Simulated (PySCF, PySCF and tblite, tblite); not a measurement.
# C₈H₆N+: a path driven as rotation about a bond, and NMR exchange, part 2 of 2

PySCF and tblite. Atoms count from 0. The steps go on from the part before.

### 9 Shieldings, start: PBE0/pcSseg-1 in methanol

Job settings and geometry (Å):

```
{"job": {"kind": "nmr", "xc": "PBE0", "basis": "pcSseg-1", "solvent": "methanol", "pop": false}, "charge": 1, "multiplicity": 1}
C     -1.546705     0.803445     1.532242
C     -0.221558     0.745951     1.126499
C      0.077365    -0.004575    -0.030856
C      1.393841    -0.103885    -0.495023
C      2.758355     0.200004    -0.388421
C      2.337271    -0.581927    -1.415294
C     -0.975344    -0.652725    -0.711964
C     -2.256540    -0.513135    -0.199029
N     -2.522519     0.192041     0.885515
H     -1.841598     1.361389     2.410200
H      0.556611     1.254878     1.672483
H      3.555429     0.689876     0.125514
H      2.565434    -1.149434    -2.290088
H     -0.784983    -1.234685    -1.599569
H     -3.106082    -0.984321    -0.673855
```

The program printed:

```text
coarse grid: 13472 points
cycle   1  E = -362.3827017316  dE =  2.027e+00  |g| = 2.803e-01  |ddm| = 3.901e+00
cycle   2  E = -362.3768187762  dE =  5.883e-03  |g| = 3.510e-01  |ddm| = 8.189e-01
cycle   3  E = -362.4064182053  dE = -2.960e-02  |g| = 6.215e-02  |ddm| = 3.796e-01
cycle   4  E = -362.4070041278  dE = -5.859e-04  |g| = 3.457e-02  |ddm| = 7.298e-02
cycle   5  E = -362.4073009955  dE = -2.969e-04  |g| = 6.492e-03  |ddm| = 4.147e-02
cycle   6  E = -362.4073103195  dE = -9.324e-06  |g| = 2.176e-03  |ddm| = 7.756e-03
final grid: 132888 points
cycle   7  E = -362.4593001017  dE = -3.573e-05  |g| = 6.534e-03  |ddm| = 4.886e-02
cycle   8  E = -362.4593012523  dE = -1.151e-06  |g| = 6.448e-03  |ddm| = 1.234e-02
cycle   9  E = -362.4593110539  dE = -9.802e-06  |g| = 1.095e-03  |ddm| = 5.836e-03
cycle  10  E = -362.4593113364  dE = -2.825e-07  |g| = 1.451e-04  |ddm| = 8.590e-04
cycle  11  E = -362.4593113403  dE = -3.939e-09  |g| = 4.588e-05  |ddm| = 1.500e-04
cycle  12  E = -362.4593113407  dE = -3.786e-10  |g| = 2.348e-05  |ddm| = 5.931e-05
converged SCF energy = -362.4593113407

GIAO shielding tensors (ppm)
atom      isotropic    diamagn.    paramagn.     s11        s22        s33       span
  0 C       27.266     249.690    -222.424    -83.960     15.424    150.335    234.295
  1 C       47.277     251.079    -203.802    -54.876     22.366    174.340    229.216
  2 C       58.466     259.486    -201.020    -45.535     35.101    185.830    231.365
  3 C        4.891     239.560    -234.669   -115.847    -58.639    189.158    305.005
  4 C       12.698     254.844    -242.146   -108.846    -52.949    199.889    308.736
  5 C       12.719     254.852    -242.134   -108.837    -52.878    199.871    308.708
  6 C       47.264     251.068    -203.804    -54.885     22.345    174.333    229.218
  7 C       27.258     249.689    -222.431    -83.974     15.423    150.324    234.299
  8 N     -131.167     331.785    -462.951   -513.219   -193.039    312.759    825.978
  9 H       21.806      27.974      -6.168     18.024     21.257     26.137      8.113
 10 H       22.894      31.505      -8.611     19.419     22.037     27.226      7.806
 11 H       20.985      30.588      -9.604     18.691     20.683     23.580      4.890
 12 H       20.986      30.594      -9.607     18.695     20.684     23.580      4.885
 13 H       22.893      31.497      -8.604     19.418     22.037     27.224      7.806
 14 H       21.805      27.967      -6.162     18.024     21.256     26.136      8.112
```

It took 29 s on 1 thread of Intel Xeon Platinum 8375C at 2.90GHz, shared host; peak memory 1 GiB.

This run: HOMO -8.27 eV, LUMO -3.56 eV.

### 10 Single-point energy, saddle of leg 1: PBE0/pcSseg-1 in methanol

Job settings and geometry (Å):

```
{"job": {"kind": "sp", "xc": "PBE0", "basis": "pcSseg-1", "solvent": "methanol", "pop": false}, "charge": 1, "multiplicity": 1}
C     -1.674195     1.060699     1.312631
C     -0.339141     1.079167     0.931527
C      0.100054     0.097200     0.045236
C      1.426371    -0.039740    -0.452972
C      2.678979    -0.664559    -0.423125
C      2.368218     0.143685    -1.472580
C     -0.811422    -0.860465    -0.422389
C     -2.119510    -0.764862     0.038577
N     -2.531812     0.159534     0.872569
H     -2.068212     1.798226     1.997294
H      0.336107     1.828476     1.308644
H      3.372190    -1.312006     0.069427
H      2.639861     0.592676    -2.403685
H     -0.516906    -1.637985    -1.108389
H     -2.860583    -1.480044    -0.292764
```

The program printed:

```text
coarse grid: 13472 points
cycle   1  E = -362.3619543390  dE =  2.066e+00  |g| = 3.325e-01  |ddm| = 3.888e+00
cycle   2  E = -362.3522265969  dE =  9.728e-03  |g| = 4.212e-01  |ddm| = 9.727e-01
cycle   3  E = -362.3941263271  dE = -4.190e-02  |g| = 7.296e-02  |ddm| = 4.692e-01
cycle   4  E = -362.3950027782  dE = -8.765e-04  |g| = 4.053e-02  |ddm| = 9.388e-02
cycle   5  E = -362.3954145131  dE = -4.117e-04  |g| = 6.846e-03  |ddm| = 4.886e-02
cycle   6  E = -362.3954242486  dE = -9.735e-06  |g| = 2.906e-03  |ddm| = 8.301e-03
final grid: 132888 points
cycle   7  E = -362.4471051159  dE = -3.462e-05  |g| = 7.159e-03  |ddm| = 4.459e-02
cycle   8  E = -362.4471041104  dE =  1.006e-06  |g| = 7.657e-03  |ddm| = 1.402e-02
cycle   9  E = -362.4471181294  dE = -1.402e-05  |g| = 1.272e-03  |ddm| = 7.034e-03
cycle  10  E = -362.4471185232  dE = -3.938e-07  |g| = 2.171e-04  |ddm| = 1.123e-03
cycle  11  E = -362.4471185316  dE = -8.426e-09  |g| = 1.267e-04  |ddm| = 2.920e-04
cycle  12  E = -362.4471185353  dE = -3.718e-09  |g| = 1.677e-05  |ddm| = 1.210e-04
cycle  13  E = -362.4471185354  dE = -4.854e-11  |g| = 8.812e-06  |ddm| = 2.870e-05
converged SCF energy = -362.4471185354
```

Wall time 17 s (1 thread of Intel Xeon Platinum 8375C at 2.90GHz, shared host); peak memory 0.67 GiB.

Key values: HOMO -8.07 eV, LUMO -2.73 eV.

### 11 Second level: PBE0/pcSseg-1 + D3(BJ), IEF-PCM methanol

Job settings and geometry (Å):

```
{"job": {"smiles": "c1cc(-[c+]2cc2)ccn1", "charge": 1, "mult": 1, "motion": "rotation", "what": "biaryl", "atoms": [2, 3], "drives": [{"terms": [["t", [1, 2, 3, 4], 0.25], ["t", [1, 2, 3, 5], 0.25], ["t", [6, 2, 3, 4], 0.25], ["t", [6, 2, 3, 5], 0.25]], "by": 180, "n": 12}], "study": "path", "level": {"kind": "nmr", "xc": "PBE0", "basis": "pcSseg-1", "solvent": "methanol", "wide": true}, "fields": [60, 500, 700], "first": 3, "seed": 311, "kind": "pathvar"}, "charge": 1, "multiplicity": 1}
C     -1.546705     0.803445     1.532242
C     -0.221558     0.745951     1.126499
C      0.077365    -0.004575    -0.030856
C      1.393841    -0.103885    -0.495023
C      2.758355     0.200004    -0.388421
C      2.337271    -0.581927    -1.415294
C     -0.975344    -0.652725    -0.711964
C     -2.256540    -0.513135    -0.199029
N     -2.522519     0.192041     0.885515
H     -1.841598     1.361389     2.410200
H      0.556611     1.254878     1.672483
H      3.555429     0.689876     0.125514
H      2.565434    -1.149434    -2.290088
H     -0.784983    -1.234685    -1.599569
H     -3.106082    -0.984321    -0.673855
```

The program printed:

```text
stationary points (kcal/mol above the start)
  n  kind          group   xTB      DFT    lowest mode
  0  minimum      C2v      0.00     0.00     105.7
  1  saddle       Cs       8.69     7.70    -133.9
  2  minimum      C2v      0.00     0.00     105.8

GFN2-xTB energies: T/K, barrier G, reaction G (kcal/mol), k forward, k back (1/s)
 150.00     8.29     0.00       10.5       10.6
 200.00     8.38     0.00   1.15e+04   1.16e+04
 250.00     8.50     0.00   7.75e+05   7.78e+05
 298.15     8.63     0.00   1.18e+07   1.18e+07
 350.00     8.78     0.00   9.58e+07   9.61e+07
 400.00     8.94     0.00   4.34e+08   4.35e+08
 500.00     9.29     0.00   3.62e+09   3.63e+09

PBE0/pcSseg-1 + D3(BJ), IEF-PCM acetone energies: T/K, barrier G, reaction G (kcal/mol), k forward, k back (1/s)
 150.00     7.39     0.00        211        212
 200.00     7.49     0.00    1.1e+05    1.1e+05
 250.00     7.60     0.00   4.69e+06   4.71e+06
 298.15     7.73     0.00   5.33e+07   5.35e+07
 350.00     7.89     0.00   3.47e+08   3.48e+08
 400.00     8.05     0.00   1.34e+09   1.34e+09
 500.00     8.40     0.00    8.9e+09   8.92e+09

PBE0/pcSseg-1 + D3(BJ), IEF-PCM methanol energies: T/K, barrier G, reaction G (kcal/mol), k forward, k back (1/s)
 150.00     7.30     0.00        292        294
 200.00     7.39     0.00    1.4e+05    1.4e+05
 250.00     7.51     0.00    5.7e+06   5.72e+06
 298.15     7.64     0.00   6.28e+07    6.3e+07
 350.00     7.79     0.00   3.99e+08      4e+08
 400.00     7.95     0.00   1.51e+09   1.51e+09
 500.00     8.30     0.00   9.81e+09   9.83e+09
```

It took 2.1 min on 1 thread of Intel Xeon Platinum 8375C at 2.90GHz, shared host; peak memory 1 GiB. This counts the runs that the step sums up.

Barriers by level (kcal/mol; entropies in cal/(mol K)). Zero-point and thermal terms come from xTB in every row. ΔG‡ leaves symmetry out; the rate counts equivalent paths (a factor of 4); effective ΔG‡, where given, is the barrier that would give that rate by Eyring's equation alone:

```csv
level,ΔE‡,with zero-point,ΔH‡,ΔS‡,ΔG‡ (298 K),ΔE of reaction,k at 298 K (1/s),effective ΔG‡
GFN2-xTB,8.69,8.18,7.74,-3.0,8.63,0.00,1.2e+07,7.81
"PBE0/pcSseg-1 + D3(BJ), IEF-PCM acetone",7.79,7.29,6.85,-3.0,7.73,0.00,5.3e+07,6.91
"PBE0/pcSseg-1 + D3(BJ), IEF-PCM methanol",7.70,7.19,6.75,-3.0,7.64,0.00,6.3e+07,6.82
```

### 12 Outcome

The summary covers parts 1 to 2.

```
                                         quantity                              value
barrier (PBE0/pcSseg-1 + D3(BJ), IEF-PCM acetone)   ΔE‡ 7.8, ΔG‡(298 K) 7.7 kcal/mol
                               barrier (GFN2-xTB)                   ΔE‡ 8.7 kcal/mol
                                    rate at 298 K                        5.3e+07 s⁻¹
                                  end of the path  the start, renumbered or mirrored
```

What this shows: The barrier is 7.8 kcal/mol at the DFT level (xTB: 8.7); with thermal terms and the count of paths the DFT value gives a rate of 5.3e+07 s⁻¹ at 298 K. An error of 1.4 kcal/mol changes that rate tenfold. No two sites that the motion interchanges differ enough in shielding to show exchange.
